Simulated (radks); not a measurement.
# Nd⁺ in [Xe] 4f4 6s1: an all-electron calculation

What are the levels of the neodymium ion Nd+, how large are its shells, and how does its energy divide?

The numbers are computed with radks (a radial shooting solver on a logarithmic mesh, Libxc functionals) version 1 (Dirac Kohn-Sham, LDA (Slater exchange, Perdew-Wang correlation), spin-unpolarised, spherical densities, finite nucleus; open shells fill j = l - 1/2 first), except any that are marked as measured or tabulated.

## (1) Starting point

- element: neodymium (Z = 60)
- charge: +1
- electrons: 59
- configuration: [Xe] 4f4 6s1
- nuclear rms radius: 4.9123 fm

## (2) The calculation

Settings of this run:

```text
Z 60
configuration [Xe] 4f4 6s1 5d0 6p0 7s0 5f0
relativity Dirac
functional lda,pw
spin unpolarised
j_filling energy
nucleus finite rms 4.9123 fm
c 137.035999084
```

What does the calculation give?

**Answer**, as computed:

| quantity | value |
| --- | --- |
| total energy | -9622.2694 hartree |
| exchange-correlation share of it | 2.24 % |
| −T/E | 1.0780 |
| highest occupied level | 4f5/2, -8.008 eV |
| most extended occupied level | 6s1/2, <r> = 3.97 bohr |
| radius at density 0.001 e/bohr³ | 4.59 bohr |
| maxima of the radial density | 4 |
| ionisation energy, NIST | 10.78 (semi-emp.) eV |

6 principal shells are occupied and 4 maxima appear in the radial density; where shells overlap, one shows as a shoulder or not at all. −T/E is 1.078: with relativity the kinetic term as defined here no longer equals −E. Minus the highest eigenvalue, 8.008 eV, is 74 % of the tabulated ionisation energy (10.78 eV); the potential of a semilocal functional falls off too fast, so its top eigenvalue is too shallow. Spin polarisation and multiplet splitting are left out.
